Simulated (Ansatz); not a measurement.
**C2H6O (SMILES COC) at B2PLYP/cc-pVDZ**

Aim: the electronic atomisation energy of C2H6O at B2PLYP/cc-pVDZ, from 4 runs. 

The calculation is run with Ansatz 0.2.0.

47 further runs of the same task are left out: 47 set aside as unsound or not needed.

## 1. The system as given

C2H6O: 9 atoms, total charge 0, spin state singlet. SMILES: `COC`. The coordinates come from a PBE0-D4/def2-TZVP relaxation.

Bond lengths: C1–O2 1.399 Å, O2–C3 1.399 Å, C1–H4 1.100 Å, C1–H5 1.090 Å, C1–H6 1.100 Å, C3–H7 1.100 Å, C3–H8 1.090 Å, C3–H9 1.100 Å. Some angles: C1–O2–C3 112.1°, O2–C1–H4 111.6°, O2–C1–H5 107.7°, O2–C1–H6 111.6°, O2–C3–H7 111.6°, O2–C3–H8 107.7°, O2–C3–H9 111.6°, H4–C1–H5 108.9°, H4–C1–H6 108.2°, H5–C1–H6 108.9°.

## 2. The energy at B2PLYP/cc-pVDZ

Contents of job.yaml:

```yaml
crystal:
  periodic: [false, false, false]
  atoms:
    - {symbol: C, position_ang: [-0.413190, 0.872670, -0.645330]}
    - {symbol: O, position_ang: [0.563380, -0.127830, -0.595980]}
    - {symbol: C, position_ang: [0.479050, -0.887610, 0.575660]}
    - {symbol: H, position_ang: [-1.427650, 0.449000, -0.618190]}
    - {symbol: H, position_ang: [-0.283130, 1.417120, -1.580990]}
    - {symbol: H, position_ang: [-0.312930, 1.577090, 0.193180]}
    - {symbol: H, position_ang: [-0.493490, -1.394000, 0.659910]}
    - {symbol: H, position_ang: [1.266920, -1.640470, 0.540090]}
    - {symbol: H, position_ang: [0.621040, -0.265980, 1.471640]}
basis:
  gaussian:
    orbitals: cc-pVDZ
hamiltonian:
  xc: {name: B2PLYP}
correlation:
  frozen_orbitals: {C: 1, H: 0, O: 1}
accuracy: high
output:
  orbitals: {seedname: orbitals}
```

Run with:

```bash
$ ansatz run job.yaml --threads 1 --pin off --max-ram 3480MiB --events-out events.jsonl --progress --plain --runs-dir runs
```

Log:

```text
Warning: RAYON_NUM_THREADS=1 ignored (pool sized by the plan → 1); use --threads N
Functional definition: B2PLYP
  name "B2PLYP"
  parameter a = 0.53
  parameter c = 0.27
  exchange = (1 - a)*b88_x + a*exact_x
  correlation = (1 - c)*lyp_c + c*(mp2_os + mp2_ss)
1748 factors; integrals over basis functions are off by at most 3.3e-9 eV
mean field evaluation 1: about -4207.5981 eV, gradient 3.1e1 eV
mean field evaluation 2: about -4207.5961 eV, gradient 3.1e1 eV
mean field evaluation 4: about -4209.6899 eV, gradient 3.8e0 eV
mean field evaluation 8: about -4209.7140 eV, gradient 1.6e-2 eV
mean field evaluation 16: about -4209.7140 eV, gradient 1.7e-6 eV
mean field -4209.71395127 eV, -154.7041342624 hartree, gradient 1.8e-8 eV, S^2 0.000000; 0 other end points of the search recorded, 0 dependent functions left out
3 core orbitals not correlated: weight in the atoms' cores, before any rotation towards them, 1.000 or more for the frozen orbitals, at most 0.000 for the correlated occupied ones
reference -4209.71397513 eV, -154.7041351394 hartree; 10, 10 occupied and 59, 59 virtual orbitals, 1748 factors
second order -15.76041161 eV of doubles, -0.00000000 eV of singles
Total energy: -4213.96928626 eV, -154.8605149392 hartree
```

Wall time 6.3 s (1 thread of Arm Neoverse V1, shared host); peak memory 0.2 GiB.

## 3. The C atom, same level

Contents of input.yaml:

```yaml
crystal:
  periodic: [false, false, false]
  atoms:
    - symbol: C
      position_ang: [0.000000, 0.000000, 0.000000]
basis:
  gaussian: {orbitals: cc-pVDZ}
total_charge: 0
magnetization: {spin_polarized: true, initial_magnetization: 2}
hamiltonian: {xc: {name: B2PLYP}}
correlation: {frozen_orbitals: {C: 1}}
accuracy: high
```

Run the same way, it converges to -37.81596 Eh (log not shown).

## 4. The H atom

Contents of run.yaml:

```yaml
crystal:
  periodic: [false, false, false]
  atoms:
    - symbol: H
      position_ang: [0.000000, 0.000000, 0.000000]
basis:
  gaussian:
    orbitals: cc-pVDZ
magnetization:
  spin_polarized: true
  initial_magnetization: 1
hamiltonian:
  xc: {name: B2PLYP}
correlation:
  frozen_orbitals: {H: 0}
accuracy: high
```

Run with:

```bash
$ ansatz run run.yaml --threads 1 --pin off --max-ram 3480MiB --events-out events.jsonl --progress --plain --runs-dir runs
```

Log, shortened:

```text
Warning: RAYON_NUM_THREADS=1 ignored (pool sized by the plan → 1); use --threads N
[... 6 set-up lines as earlier in the session ...]
15 factors; integrals over basis functions are off by at most 4.6e-8 eV
mean field evaluation 1: about -13.5392 eV, gradient 8.8e-1 eV
mean field evaluation 2: about -13.5391 eV, gradient 8.8e-1 eV
mean field evaluation 4: about -13.5492 eV, gradient 3.2e-5 eV
mean field evaluation 8: about -13.5492 eV, gradient 1.7e-10 eV
mean field -13.54923042 eV, -0.4979250339 hartree, gradient 2.8e-10 eV, S^2 0.750000; 0 other end points of the search recorded, 0 dependent functions left out
reference -13.54924264 eV, -0.4979254829 hartree; 1, 0 occupied and 4, 5 virtual orbitals, 15 factors
second order 0.00000000 eV of doubles, -0.00000000 eV of singles
Total energy: -13.54924264 eV, -0.4979254829 hartree
```

It took 0.12 s on 1 thread of Arm Neoverse V1, shared host.

## 5. The O atom at the same level

Contents of job.yaml:

```yaml
crystal:
  periodic: [false, false, false]
  atoms:
    - symbol: O
      position_ang: [0.000000, 0.000000, 0.000000]
basis:
  gaussian:
    orbitals: cc-pVDZ
magnetization:
  spin_polarized: true
  initial_magnetization: 2
hamiltonian:
  xc: {name: B2PLYP}
correlation:
  frozen_orbitals: {O: 1}
accuracy: high
```

Run the same way, it converges to -75.01415 Eh (log not shown).

## 6. Summary of results

At B2PLYP/cc-pVDZ, 3 core orbitals frozen:

```
                                     quantity          value
                       molecule: total energy  -154.86051 Eh
  molecule: HOMO energy (SCF part's orbitals)       -8.74 eV
  molecule: LUMO energy (SCF part's orbitals)        3.04 eV
molecule: HOMO–LUMO gap (SCF part's orbitals)       11.79 eV
                         C atom: total energy   -37.81596 Eh
                                 C atom: ⟨S²⟩          2.004
                         H atom: total energy    -0.49793 Eh
                                 H atom: ⟨S²⟩          0.750
                         O atom: total energy   -75.01415 Eh
                                 O atom: ⟨S²⟩          2.003
                electronic atomisation energy      33.385 eV
```

**Reading.** Taking the molecule apart into free atoms costs 33.39 eV (770 kcal/mol), before zero-point energy and without spin-orbit coupling.
